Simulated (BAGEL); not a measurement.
# One shape, several levels: triplet AlHSeCl2

We compute a comparison of 4 runs (ROHF/6-31G*, UHF/6-31G*, ROHF/def2-SVP, UHF/def2-SVP) of triplet AlHSeCl2. 

The results are computed with BAGEL 1.2.2.

1 further run of the same task is left out (set aside as unsound or not needed). Runs told in other sessions of the task aren't counted.

### Step 1. The structure to begin with

AlHSeCl2 has 5 atoms, charge 0, and is taken as a triplet. SMILES of the parent species: `[Cl][Al]([Cl])[SeH]`. The coordinates come from a PBE0-D4/def2-TZVP relaxation. That shape belongs to the parent species and isn't relaxed for this state.

Bond lengths: Cl1–Al2 2.080 Å, Al2–Cl3 2.078 Å, Al2–Se4 2.290 Å, Se4–H5 1.470 Å. Angles: Cl1–Al2–Cl3 119.7°, Cl1–Al2–Se4 121.6°, Cl3–Al2–Se4 118.7°, Al2–Se4–H5 90.4°.

### Step 2. The energy at ROHF/6-31G(d) (density fitting with qzvpp-jkfit, spherical functions) (run 1)

File job.json:

```json
{ "bagel": [

{
  "title": "molecule",
  "basis": "6-31gs.json",
  "df_basis": "qzvpp-jkfit",
  "angstrom": true,
  "geometry": [
    { "atom": "Cl", "xyz": [      -1.129100,      -1.388600,       1.240100 ] },
    { "atom": "Al", "xyz": [       0.378800,      -0.407400,       0.195200 ] },
    { "atom": "Cl", "xyz": [       2.327200,      -1.125400,       0.281000 ] },
    { "atom": "Se", "xyz": [      -0.051800,       1.460300,      -1.058800 ] },
    { "atom": "H", "xyz": [      -1.475200,       1.387400,      -0.698900 ] }
  ]
},

{ "title": "rohf", "nopen": 2 },

{ "title": "print", "file": "orbitals.molden", "orbitals": true }

]}
```

The basis set 6-31G* is read from a file made from the Basis Set Exchange's data (not shown).

Command:

```bash
BAGEL_NUM_THREADS=1 BAGEL job.json > job.out
```

Log:

```text
* using 1 threads per process

  ===============================================================
  ===============================================================

  *** Geometry ***

  { "atom" : "Cl", "xyz" : [     -2.133690,     -2.624074,      2.343449 ] },
  { "atom" : "Al", "xyz" : [      0.715828,     -0.769874,      0.368875 ] },
  { "atom" : "Cl", "xyz" : [      4.397771,     -2.126698,      0.531013 ] },
  { "atom" : "Se", "xyz" : [     -0.097888,      2.759567,     -2.000842 ] },
  { "atom" : "H", "xyz" : [     -2.787724,      2.621806,     -1.320730 ] },

  Number of auxiliary basis functions:      668

  Since a DF basis is specified, we compute 2- and 3-index integrals:
    o Being stored without compression. Storage requirement is 0.041 GB

  Number of basis functions:       88
  Number of electrons      :       82

    * METHOD: MOLECULE                             0.54

  *** Open-shell HF ***

  === Nuclear Repulsion ===
   437.9471042451

      * DIIS with orbital gradients will be used.

  === ROHF iteration (6-31gs.json) ===
      0      -3560.89893828          0.01423717           0.49
      1      -3560.97309698          0.00508387           0.48
      2      -3560.98326611          0.00196243           0.47
      3      -3560.98507585          0.00051966           0.47
      4      -3560.98557995          0.00020001           0.46
      5      -3560.98566786          0.00010835           0.46
      6      -3560.98575403          0.00006135           0.46
      7      -3560.98579089          0.00004063           0.47
      8      -3560.98581635          0.00002998           0.47
      9      -3560.98583061          0.00002595           0.49
     10      -3560.98583822          0.00002592           0.48
     11      -3560.98583644          0.00002597           0.46
     12      -3560.98583641          0.00002605           0.47
     13      -3560.98583529          0.00002487           0.47
     14      -3560.98583572          0.00002421           0.46
     15      -3560.98584084          0.00002294           0.48
     16      -3560.98584190          0.00002311           0.48
     17      -3560.98583968          0.00002225           0.49
     18      -3560.98583954          0.00002026           0.48
     19      -3560.98583903          0.00001673           0.46
     20      -3560.98583774          0.00001122           0.48
     21      -3560.98583759          0.00000639           0.46
     22      -3560.98583723          0.00000269           0.47
     23      -3560.98583715          0.00000164           0.49
     24      -3560.98583717          0.00000134           0.48
     25      -3560.98583720          0.00000107           0.48
     26      -3560.98583725          0.00000075           0.48
     27      -3560.98583725          0.00000054           0.46
     28      -3560.98583726          0.00000032           0.47
     29      -3560.98583722          0.00000015           0.47
     30      -3560.98583718          0.00000006           0.47
     31      -3560.98583718          0.00000003           0.49
     32      -3560.98583717          0.00000001           0.48
     33      -3560.98583717          0.00000001           0.48
    * SCF iteration converged.

    * S^2 (ROHF) is 2.0000

    * Permanent dipole moment:
           (    0.554212,    -1.864336,     1.232723) a.u.

    * METHOD: ROHF                                16.49

    * METHOD: PRINT                                0.01

  ===============================================================
```

It took 17 s on 1 thread of Arm Neoverse V2, shared host; peak memory 0.19 GiB.

### Step 3. A single-point energy at UHF/6-31G(d) (density fitting with qzvpp-jkfit, spherical functions) (run 2)

File input.json:

```json
{ "bagel": [

{
  "title": "molecule",
  "basis": "6-31gs.json",
  "df_basis": "qzvpp-jkfit",
  "angstrom": true,
  "geometry": [
    { "atom": "Cl", "xyz": [   -1.129100,   -1.388600,    1.240100 ] },
    { "atom": "Al", "xyz": [    0.378800,   -0.407400,    0.195200 ] },
    { "atom": "Cl", "xyz": [    2.327200,   -1.125400,    0.281000 ] },
    { "atom": "Se", "xyz": [   -0.051800,    1.460300,   -1.058800 ] },
    { "atom": "H", "xyz": [   -1.475200,    1.387400,   -0.698900 ] }
  ]
},
{ "title": "uhf", "nopen": 2 },
{ "title": "print", "file": "orbitals.molden", "orbitals": true }

]}
```

The basis set 6-31G* is read from a file made from the Basis Set Exchange's data (not shown).

Command:

```bash
BAGEL_NUM_THREADS=1 BAGEL input.json > input.out
```

Log:

```text
* using 1 threads per process

  ===============================================================
  ===============================================================

  *** Geometry ***

  { "atom" : "Cl", "xyz" : [     -2.133690,     -2.624074,      2.343449 ] },
  { "atom" : "Al", "xyz" : [      0.715828,     -0.769874,      0.368875 ] },
  { "atom" : "Cl", "xyz" : [      4.397771,     -2.126698,      0.531013 ] },
  { "atom" : "Se", "xyz" : [     -0.097888,      2.759567,     -2.000842 ] },
  { "atom" : "H", "xyz" : [     -2.787724,      2.621806,     -1.320730 ] },

  Number of auxiliary basis functions:      668

  Since a DF basis is specified, we compute 2- and 3-index integrals:
    o Being stored without compression. Storage requirement is 0.041 GB

  Number of basis functions:       88
  Number of electrons      :       82

    * METHOD: MOLECULE                             0.56

  *** Open-shell HF ***

  === Nuclear Repulsion ===
   437.9471042451

      * DIIS with orbital gradients will be used.

  === UHF iteration (6-31gs.json) ===
      0      -3560.89893828          0.01423717           0.47
      1      -3560.97771794          0.00504398           0.44
      2      -3560.98850588          0.00194278           0.47
      3      -3560.99036848          0.00050703           0.47
      4      -3560.99097714          0.00019002           0.47
      5      -3560.99108135          0.00010255           0.48
      6      -3560.99117155          0.00006005           0.46
      7      -3560.99121135          0.00004211           0.45
      8      -3560.99123699          0.00003136           0.47
      9      -3560.99125578          0.00002566           0.45
     10      -3560.99126622          0.00002536           0.47
     11      -3560.99126611          0.00002556           0.48
     12      -3560.99126559          0.00002445           0.47
     13      -3560.99126562          0.00002215           0.47
     14      -3560.99126719          0.00001336           0.46
     15      -3560.99126706          0.00000667           0.45
[... 30 lines of this table left out ...]
     46      -3560.99126713          0.00000002           0.46
     47      -3560.99126713          0.00000002           0.47
     48      -3560.99126713          0.00000002           0.46
     49      -3560.99126713          0.00000002           0.47
     50      -3560.99126713          0.00000002           0.49
     51      -3560.99126713          0.00000002           0.47
     52      -3560.99126713          0.00000002           0.47
     53      -3560.99126713          0.00000001           0.47
    * SCF iteration converged.

    * S^2 (UHF) is 2.0181

    * Permanent dipole moment:
           (    0.567160,    -1.872207,     1.235103) a.u.

    * METHOD: UHF                                 25.47

    * METHOD: PRINT                                0.01

  ===============================================================
```

It took 26 s on 1 thread of Arm Neoverse V2, shared host; peak memory 0.19 GiB.

Run 3 isn't shown in full; the table further down has it.

### Step 4. The energy at UHF/def2-SVP (density fitting with qzvpp-jkfit) (run 4)

job.json, as its differences from that of step 2:

```diff
@@ -4,3 +4,3 @@
   "title": "molecule",
-  "basis": "6-31gs.json",
+  "basis": "svp",
   "df_basis": "qzvpp-jkfit",
@@ -16,3 +16,3 @@
 
-{ "title": "rohf", "nopen": 2 },
+{ "title": "uhf", "nopen": 2 },
```

Command:

```bash
BAGEL_NUM_THREADS=1 BAGEL job.json > job.out
```

Log:

```text
* using 1 threads per process

  ===============================================================
  ===============================================================

  *** Geometry ***

  { "atom" : "Cl", "xyz" : [     -2.133690,     -2.624074,      2.343449 ] },
  { "atom" : "Al", "xyz" : [      0.715828,     -0.769874,      0.368875 ] },
  { "atom" : "Cl", "xyz" : [      4.397771,     -2.126698,      0.531013 ] },
  { "atom" : "Se", "xyz" : [     -0.097888,      2.759567,     -2.000842 ] },
  { "atom" : "H", "xyz" : [     -2.787724,      2.621806,     -1.320730 ] },

  Number of auxiliary basis functions:      668

  Since a DF basis is specified, we compute 2- and 3-index integrals:
    o Being stored without compression. Storage requirement is 0.044 GB

  Number of basis functions:       91
  Number of electrons      :       82

    * METHOD: MOLECULE                             0.49

  *** Open-shell HF ***

  === Nuclear Repulsion ===
   437.9471042451

      * DIIS with orbital gradients will be used.

  === UHF iteration (svp) ===
      0      -3560.58932232          0.01340579           0.50
      1      -3560.66807662          0.00531534           0.49
      2      -3560.67840651          0.00238120           0.48
      3      -3560.68035589          0.00052147           0.48
      4      -3560.68097430          0.00021860           0.50
      5      -3560.68114003          0.00012346           0.49
      6      -3560.68128526          0.00009281           0.50
      7      -3560.68137850          0.00007718           0.51
      8      -3560.68149321          0.00006409           0.47
      9      -3560.68161760          0.00005409           0.49
     10      -3560.68167366          0.00005186           0.48
     11      -3560.68170180          0.00005308           0.47
     12      -3560.68169559          0.00005118           0.50
     13      -3560.68172197          0.00004181           0.50
     14      -3560.68175184          0.00003317           0.49
     15      -3560.68178683          0.00002666           0.50
[... 43 lines of this table left out ...]
     59      -3560.68179542          0.00000010           0.50
     60      -3560.68179542          0.00000008           0.49
     61      -3560.68179542          0.00000008           0.47
     62      -3560.68179542          0.00000006           0.48
     63      -3560.68179542          0.00000004           0.50
     64      -3560.68179542          0.00000003           0.50
     65      -3560.68179542          0.00000002           0.50
     66      -3560.68179542          0.00000001           0.51
    * SCF iteration converged.

    * S^2 (UHF) is 2.0185

    * Permanent dipole moment:
           (    0.514919,    -1.813853,     1.204832) a.u.

    * METHOD: UHF                                 33.25

    * METHOD: PRINT                                0.01

  ===============================================================
```

It took 34 s on 1 thread of Arm Neoverse V2, shared host; peak memory 0.19 GiB.

### Step 5. All runs side by side

| run | level | energy (Eh) | dipole moment (D) | ⟨S²⟩ | wall time |
| --- | --- | --- | --- | --- | --- |
| 1 | ROHF/6-31G* (density fitting with qzvpp-jkfit, spherical functions) | -3560.985837 | 5.85 | 2.000 | 17 s |
| 2 | UHF/6-31G* (density fitting with qzvpp-jkfit, spherical functions) | -3560.991267 | 5.88 | 2.018 | 26 s |
| 3 | ROHF/def2-SVP (density fitting with qzvpp-jkfit) | -3560.676378 | 5.67 | 2.000 | 21 s |
| 4 | UHF/def2-SVP (density fitting with qzvpp-jkfit) | -3560.681795 | 5.69 | 2.018 | 34 s |

### Step 6. Results

```
            quantity           value
 run 4: total energy  -3560.68180 Eh
run 4: dipole moment          5.69 D
         run 4: ⟨S²⟩           2.018
```

**Reading.** The dipole moment (its size) runs from 5.67 D (ROHF/def2-SVP) to 5.88 D (UHF/6-31G*). The two ends differ in method and basis. All runs together took 99 s, the longest 34 s.
